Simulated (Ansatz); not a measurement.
# BH₅O₃S: small, medium and large basis sets

The task here is to estimate one member of a computed series from the others.

Program: Ansatz 0.2.0, Gaussian basis. Level of theory: one geometry, several basis sets. These are calculated values, not measurements.

Plan: PBE0-D4/def2-SVP; ωB97M-V/def2-SVP; PBE0-D4/def2-QZVPP; ωB97M-V/def2-QZVPP; the functionals' def2-TZVPP values are taken from earlier runs.

## The geometry

The geometry comes from an earlier relaxation with PBE0-D4 in a triple-zeta def2 set; it is a stationary point, not always the lowest conformer.

10 atoms, charge 0, spin multiplicity 1.

Atoms are counted from 1 here; the program's logs count them from 0.

Bond lengths: O1–B2 1.370 Å, O1–H6 0.957 Å, B2–O3 1.360 Å, B2–O4 1.373 Å, O3–H7 0.959 Å, O4–H8 0.957 Å, S5–H9 1.342 Å, S5–H10 1.342 Å. Angles: B2–O1–H6 115.5°, O1–B2–O3 115.7°, O1–B2–O4 125.5°, O3–B2–O4 118.8°, B2–O3–H7 112.1°, B2–O4–H8 116.1°, H9–S5–H10 92.9°.

Geometry (Å):

```xyz
10

O    -0.9373   -0.0036   -0.8542
B    -0.1019   -0.9760   -0.3707
O     1.2177   -0.8137   -0.6551
O    -0.4923   -2.0716    0.3582
S     1.1595    2.3741    0.9289
H    -1.8629   -0.1096   -0.6360
H     1.7573   -1.5072   -0.2707
H    -1.4274   -2.1366    0.5530
H     0.4912    1.8128   -0.0910
H     0.2792    3.3803    1.0404
```

Set-up of the first run:

The input, in.yaml:

```yaml
crystal:
  periodic: [false, false, false]
  atoms:
    - {symbol: O, position_ang: [-0.937312, -0.003552, -0.854152]}
    - {symbol: B, position_ang: [-0.101899, -0.976023, -0.370672]}
    - {symbol: O, position_ang: [1.217656, -0.813730, -0.655134]}
    - {symbol: O, position_ang: [-0.492342, -2.071633, 0.358156]}
    - {symbol: S, position_ang: [1.159545, 2.374140, 0.928881]}
    - {symbol: H, position_ang: [-1.862904, -0.109634, -0.635995]}
    - {symbol: H, position_ang: [1.757326, -1.507245, -0.270692]}
    - {symbol: H, position_ang: [-1.427381, -2.136618, 0.552985]}
    - {symbol: H, position_ang: [0.491208, 1.812828, -0.091018]}
    - {symbol: H, position_ang: [0.279202, 3.380267, 1.040439]}
basis:
  gaussian: {orbitals: def2-SVP}
hamiltonian: {xc: pbe0, dispersion: d4}
output: {orbitals: {seedname: orbitals}}
```

The run is started by

```sh
ansatz run in.yaml --threads 4 --pin off --events-out ev --progress --plain --max-ram 10444MiB
```

Steps of the session up to this table: PBE0-D4 in def2-SVP; ωB97M-V in def2-SVP; PBE0-D4 in def2-QZVPP; ωB97M-V in def2-QZVPP.

One of the session's tables, all rows but one given; the rest of the session is left out.

```
functional       basis  HOMO (eV)  LUMO (eV)
   PBE0-D4    def2-SVP      -6.77       0.76
   PBE0-D4  def2-TZVPP      -7.06       0.00
   PBE0-D4  def2-QZVPP      -7.12      -0.30
   ωB97M-V    def2-SVP          ?          ?
   ωB97M-V  def2-TZVPP      -9.32       1.40
   ωB97M-V  def2-QZVPP      -9.39       0.89
```

Estimate the missing values for ωB97M-V, def2-SVP.

**Answer.** HOMO (eV): -9.01; LUMO (eV): 2.41. In the column «HOMO (eV)» it lies between ωB97M-V, def2-TZVPP (-9.32) and PBE0-D4, def2-QZVPP (-7.12).
